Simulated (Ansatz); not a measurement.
**ClFO2W: one species, many methods**

One table from this session's results is given with a row withheld; the runs are named, their logs left out.

Program: Ansatz 0.2.0, Gaussian basis. Level of theory: functionals in def2-TZVPP, the program's frozen cores in correlated methods. These are calculated values, not measurements.

The runs, in order: LDA (SPW92), PBE-D4, revPBE-D4, BLYP-D4, r2SCAN-D4, B97M-V, PBE0-D4, B3LYP-D4, r2SCANh-D4, r2SCAN0-D4, HSE06-D4, BHLYP-D4, CAM-B3LYP-D4, LC-ωPBE, ωB97X-V, ωB97M-V, B2PLYP, PBE-QIDH; CCSD(T)/def2-SVP; CCSD(T)/def2-TZVPP; MP2/def2-QZVPP; extrapolation to the limit; RPA on PBE.

## The relaxed structure

An earlier PBE0-D4 in a triple-zeta def2 set relaxation fixed the geometry. W takes the def2 core potential; no spin-orbit term is included.

5 atoms, charge 0, spin multiplicity 1.

Atoms are counted from 1 here; the program's logs count them from 0.

Bond lengths: O1–W2 1.692 Å, W2–O3 1.692 Å, W2–F4 1.850 Å, W2–Cl5 2.254 Å. Angles: O1–W2–O3 106.7°, O1–W2–F4 109.4°, O1–W2–Cl5 108.9°, O3–W2–F4 109.4°, O3–W2–Cl5 108.9°, F4–W2–Cl5 113.2°.

Set-up of the first run:

in.yaml

```yaml
crystal:
  periodic: [false, false, false]
  atoms:
    - {symbol: O, position_ang: [-0.515645, -0.648381, 1.504548]}
    - {symbol: W, position_ang: [0.030321, -0.097244, 0.000439]}
    - {symbol: O, position_ang: [1.715128, -0.257150, 0.005784]}
    - {symbol: F, position_ang: [-0.683860, -1.154599, -1.338560]}
    - {symbol: Cl, position_ang: [-0.496045, 2.083675, -0.213710]}
basis:
  gaussian: {orbitals: def2-TZVPP}
hamiltonian: {xc: lda}
output: {orbitals: {seedname: orbitals}}
```

Launch:

```sh
$ ansatz run in.yaml --threads 4 --pin off --events-out ev --progress --plain --max-ram 10444MiB
```

Among the steps run: LDA; PBE-D4 (GGA); revPBE-D4 (GGA); BLYP-D4 (GGA); r2SCAN-D4 (meta-GGA); B97M-V (meta-GGA); PBE0-D4 (hybrid); B3LYP-D4 (hybrid); r2SCANh-D4 (hybrid); r2SCAN0-D4 (hybrid); HSE06-D4 (hybrid); BHLYP-D4 (hybrid); CAM-B3LYP-D4 (range-separated); LC-ωPBE (range-separated); ωB97X-V (range-separated); ωB97M-V (range-separated); B2PLYP (double hybrid); PBE-QIDH (double hybrid).

One table of the session follows, with a row left open; its other results are not shown here.

It belongs to the step «Frontier levels by functional». 

```
  functional  HOMO (eV)  LUMO (eV)  gap (eV)
 LDA (SPW92)      -8.35      -3.95      4.40
      PBE-D4      -8.10      -3.65      4.45
   revPBE-D4          ?          ?         ?
     BLYP-D4      -7.99      -3.57      4.42
   r2SCAN-D4      -8.50      -3.60      4.89
      B97M-V      -8.56      -3.56      5.00
     PBE0-D4      -9.75      -2.94      6.81
    B3LYP-D4      -9.48      -3.18      6.30
  r2SCANh-D4      -9.11      -3.33      5.78
  r2SCAN0-D4     -10.03      -2.90      7.12
    HSE06-D4      -9.34      -3.32      6.03
    BHLYP-D4     -11.29      -2.09      9.20
CAM-B3LYP-D4     -11.19      -1.89      9.30
     LC-ωPBE     -12.51      -0.68     11.83
     ωB97X-V     -12.17      -0.76     11.41
     ωB97M-V     -12.09      -0.80     11.29
```

Q: Estimate the row for revPBE-D4 from the others.

**Answer.** HOMO (eV): -8.02; LUMO (eV): -3.54; gap (eV): 4.47. In the column «HOMO (eV)» it lies between PBE-D4 (-8.10) and BLYP-D4 (-7.99).
